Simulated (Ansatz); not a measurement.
# CH4AlBrOS: basis-set convergence

The task here is to estimate one member of a computed series from the others.

The runs use Ansatz 0.2.0, Gaussian basis; one geometry, several basis sets.

The runs, in order: PBE0-D4/def2-SVP; ωB97M-V/def2-SVP; PBE0-D4/def2-QZVPP; ωB97M-V/def2-QZVPP; the functionals' def2-TZVPP values are taken from earlier runs.

### Structure used throughout

All runs share one geometry, relaxed beforehand with PBE0-D4 in a triple-zeta def2 set.

SMILES `O[CH2][Al]([SH])[Br]`, 9 atoms, charge 0, spin multiplicity 1.

Atoms are counted from 1 here; the program's logs count them from 0.

Bond lengths: O1–C2 1.417 Å, O1–H6 0.961 Å, C2–Al3 1.966 Å, C2–H7 1.102 Å, C2–H8 1.102 Å, Al3–S4 2.178 Å, Al3–Br5 2.245 Å, S4–H9 1.346 Å. Angles: C2–O1–H6 108.9°, O1–C2–Al3 110.2°, O1–C2–H7 112.0°, O1–C2–H8 112.1°, Al3–C2–H7 108.2°, Al3–C2–H8 108.2°, H7–C2–H8 105.9°, C2–Al3–S4 120.3°, C2–Al3–Br5 123.6°, S4–Al3–Br5 116.0°, Al3–S4–H9 92.7°.

Geometry (Å):

```xyz
9
CH4AlBrOS
O    -1.6575    0.6304    0.8318
C    -0.7473   -0.2889    0.2540
Al    0.9179    0.6280   -0.2467
S     2.5505   -0.4816   -1.1664
Br    1.2743    2.8216    0.0745
H    -2.4632    0.1638    1.0685
H    -0.4943   -1.1097    0.9442
H    -1.1605   -0.7688   -0.6476
H     1.8685   -1.6410   -1.1293
```

The first run:

Contents of in.yaml:

```yaml
crystal:
  periodic: [false, false, false]
  atoms:
    - {symbol: O, position_ang: [-1.657485, 0.630387, 0.831828]}
    - {symbol: C, position_ang: [-0.747300, -0.288864, 0.253991]}
    - {symbol: Al, position_ang: [0.917856, 0.627990, -0.246672]}
    - {symbol: S, position_ang: [2.550463, -0.481645, -1.166419]}
    - {symbol: Br, position_ang: [1.274339, 2.821615, 0.074496]}
    - {symbol: H, position_ang: [-2.463205, 0.163808, 1.068520]}
    - {symbol: H, position_ang: [-0.494250, -1.109666, 0.944182]}
    - {symbol: H, position_ang: [-1.160538, -0.768832, -0.647635]}
    - {symbol: H, position_ang: [1.868521, -1.640994, -1.129292]}
basis:
  gaussian: {orbitals: def2-SVP}
hamiltonian: {xc: pbe0, dispersion: d4}
output: {orbitals: {seedname: orbitals}}
```

Launch:

```console
ansatz run in.yaml --threads 4 --pin off --events-out ev --progress --plain --max-ram 10444MiB
```

Steps of the session up to this table: PBE0-D4 in def2-SVP; ωB97M-V in def2-SVP; PBE0-D4 in def2-QZVPP; ωB97M-V in def2-QZVPP.

One table of the session follows, with a row left open; its other results are not shown here.

It belongs to the step «Functionals by basis». 

| functional | basis | HOMO (eV) |
| --- | --- | --- |
| PBE0-D4 | def2-SVP | -7.71 |
| PBE0-D4 | def2-TZVPP | -7.84 |
| PBE0-D4 | def2-QZVPP | -7.87 |
| ωB97M-V | def2-SVP | -9.86 |
| ωB97M-V | def2-TZVPP | ? |
| ωB97M-V | def2-QZVPP | -10.07 |

**Question.** Estimate the row for ωB97M-V, def2-TZVPP.

The run gave: HOMO (eV): -10.03. In the column «HOMO (eV)» it lies between ωB97M-V, def2-QZVPP (-10.07) and ωB97M-V, def2-SVP (-9.86).
